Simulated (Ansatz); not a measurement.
## SnTe, space group Fm-3m: cell relaxations under several functionals, step by step

With Ansatz 0.2.0, Python API.

Run as a notebook:

**Cell 1**
```python
import ansatz
from ase import Atoms
import numpy as np
```

**Cell 2**
```python
KGRID = (5, 5, 5)
SCF_TOL = 1e-07
```

**Cell 3**
```python
def edges_and_angles(cell):
    cell = np.asarray(cell)
    a, b, c = np.linalg.norm(cell, axis=1)
    cosines = cell[1] @ cell[2] / (b * c), cell[0] @ cell[2] / (a * c), cell[0] @ cell[1] / (a * b)
    return (a, b, c, *np.degrees(np.arccos(cosines)))

atoms = Atoms(
    ["Sn", "Te"],
    scaled_positions=[
        [0.0, 0.0, 0.0],
        [0.5, 0.5, 0.5],
    ],
    cell=[
        [0.0, 3.15085, 3.15085],
        [3.15085, 0.0, 3.15085],
        [3.15085, 3.15085, 0.0],
    ],
    pbc=True,
)
xtal = ansatz.Crystal.from_ase(atoms)
```

**Cell 4**
```python
setup = (
    xtal.calculation()
    .occupations(ansatz.OccupationsMethod.FERMI_DIRAC, width=50 * ansatz.meV)  # the run then minimises F = E - TS
    .kpoints(*KGRID)
    .scf(tolerance=SCF_TOL)
    .relax(cell=True, max_steps=60)  # relax until the tolerances are met
)
```

**Cell 5**
```python
levels = [("rpbe", "none"), ("r2scan", "rvv10"), ("pbe", "none")]
print("level            a       b       c    alpha   beta  gamma  V/atom  steps")
for name, dispersion in levels:
    seen = []
    run = setup.functional(name, dispersion=dispersion).session().plan()
    out = run.execute(on_event=lambda e: seen.append(e) if e["event"] == "relax_step" else None)
    cell = out.lattice.cell_ang
    label = name if dispersion == "none" else f"{name}+{dispersion}"
    print("{:13s} {:7.4f} {:7.4f} {:7.4f} {:6.2f} {:6.2f} {:6.2f}".format(label, *edges_and_angles(cell)), f"{abs(np.linalg.det(cell)) / len(out.lattice.sites):7.3f} {len(seen):5d}")
```
Output:
```text
level            a       b       c    alpha   beta  gamma  V/atom  steps
DeckWarning: basis.ecutwfc = 420 eV, auto-derived from the records' recommended cutoffs: set by Sn (normal level)
DeckWarning: relax.cell: scf.convergence.dr2_threshold = 1e-7 eV (the SCF's general default) is looser than the 2e-10 eV advised for a relaxation that steers and ends on the stress (1e-10 eV for each [...]
rpbe           4.5853  4.5853  4.5853  60.00  60.00  60.00  34.085     5
DeckWarning: basis.ecutwfc = 500 eV, auto-derived from the records' recommended cutoffs: set by Sn (their level for a meta-GGA)
r2scan+rvv10   4.4777  4.4777  4.4777  60.00  60.00  60.00  31.742     4
pbe            4.5331  4.5331  4.5331  60.00  60.00  60.00  32.934     4
```

From smallest to largest: r2SCAN+RVV10 (31.74 Å³ an atom, +1.5 % against the start), PBE (32.93 Å³ an atom, +5.3 % against the start) and RPBE (34.08 Å³ an atom, +9.0 % against the start). The spread is 7.4 % in volume.

What to keep in mind:
- Forces vanish by symmetry, so the ions can't move, and the end may be a saddle.
- Edges and angles are those of the cell as typed, here a primitive one, not of the conventional cell.
- Of the deposited cell: the entry's cell lengths or inner coordinates differ somewhat from later room-temperature determinations.
- The structure is a deposited one; some such entries were measured under pressure or heat, so a shift against it needn't be the functional's error alone.
- Warnings are shown shortened and without file and line.
- Hardware and time: 19 s on 1 thread of Intel(R) Xeon(R) 6975P-C (Granite Rapids), with other jobs on the host, peak memory 0.75 GiB.

(A comment or docstring line of the script was reworded after the run, the code is as it ran; lines on the test bed's own set-up are left out of the output.)
